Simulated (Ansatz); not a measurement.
# GaAs+ (doublet): from Hartree-Fock to the top rungs at distance Ga1–As2 = 2.333 Å, cc-pVDZ

Aim: climb from Hartree-Fock through coupled cluster and multireference methods for GaAs+ (doublet) at one geometry and basis, and see what each rung misses.

Method: cc-pVDZ, core rule «outside noble gas», up to 28 orbitals frozen; program: Ansatz 0.2.0, Gaussian basis.

Plan: UHF; CCSD(T) on ROHF; CCSD(T) on UHF; BCCD(T) on ROHF; CISD as a restricted active space (open shells left free, so some higher excitations enter); CCSDT(Q) on ROHF; CCSDT(Q) on UHF; CASSCF and MRCISD+Q, 3 electrons in 3 orbitals; CASSCF and NEVPT2, 3 electrons in 3 orbitals; CASSCF and MRCISD+Q, 7 electrons in 8 orbitals; CASSCF and NEVPT2, 7 electrons in 8 orbitals; Full CI.

25 further runs of the same task are left out: 2 for a known fault of the program, 20 that didn't finish, 3 set aside as unsound or not needed. Runs told in other sessions of the task aren't counted.

### Step 1. The system

The geometry derives from a PBE0/def2-TZVP stationary point (not a proven minimum). One bond is set to the value named and the two fragments are kept rigid. No spin-orbit coupling is included. The filled d shell of Ga, As may be among the frozen orbitals whatever the setting's name suggests.

2 atoms, charge 1, spin multiplicity 2.

Atoms are counted from 1 here; the program's logs count them from 0.

Bond lengths: Ga1–As2 2.333 Å.

### Step 2. UHF

Contents of in.yaml:

```yaml
crystal:
  periodic: [false, false, false]
  atoms:
    - {symbol: Ga, position_ang: [0.000000, 0.000000, 0.000000]}
    - {symbol: As, position_ang: [0.000000, 0.000000, 2.333000]}
basis:
  gaussian: {orbitals: cc-pVDZ}
total_charge: 1
magnetization: {spin_polarized: true, initial_magnetization: 1}
hamiltonian: {xc: hf}
output: {orbitals: {seedname: orbitals}}
```

Started as:

```console
ansatz run in.yaml --threads 1 --pin off --events-out ev --progress --plain --max-ram 2393MiB
```

After this run come: CCSD(T) on ROHF; CCSD(T) on UHF; BCCD(T) on ROHF; CISD as a restricted active space (open shells left free, so some higher excitations enter); CCSDT(Q) on ROHF; CCSDT(Q) on UHF; CASSCF and MRCISD+Q, 3 electrons in 3 orbitals; CASSCF and NEVPT2, 3 electrons in 3 orbitals; CASSCF and MRCISD+Q, 7 electrons in 8 orbitals; CASSCF and NEVPT2, 7 electrons in 8 orbitals; Full CI.

Before running them: what should the planned runs give, taken together? Wanted: FCI from the RHF energy; RMP2 from FCI; RCCSD from FCI; RCCSD(T) from FCI; RCCSDT(Q) from FCI; NEVPT2 pair from FCI; MRCISD+Q pair from FCI; NEVPT2 valence from FCI; T1 diagnostic.

As calculated:

```
                         quantity                            value
          FCI from the ROHF energy                       -4.4615 eV
                    RMP2 from FCI                      +1441.6 meV
                   RCCSD from FCI                       +515.2 meV
                RCCSD(T) from FCI                       +258.6 meV
               RCCSDT(Q) from FCI                       +231.7 meV
             NEVPT2 pair from FCI                       +723.6 meV
           MRCISD+Q pair from FCI                        -15.6 meV
          NEVPT2 valence from FCI                       +533.9 meV
levels within 1 kcal/mol (43 meV)  MRCISD+Q pair, MRCISD+Q valence
                    T1 diagnostic                            0.042
   effectively unpaired electrons                             3.05
```

**Reading.** RCCSD(T) lands +258.6 meV from the yardstick (5.8 % of the correlation energy). MRCISD+Q pair falls below full CI: the +Q correction isn't variational, and the cores differ from full CI's. The occupations show strong static correlation (3.0 unpaired electrons where one determinant has 1). Of the multireference levels listed MRCISD+Q pair comes nearest in total energy (-15.6 meV), which doesn't show that its space is the better one. These misses are within one basis, not against nature.

The restricted and unrestricted ladders end 1.05 eV apart at CCSDT(Q), which points to two states or an unsound top rung; rows of one don't measure the error of the other.
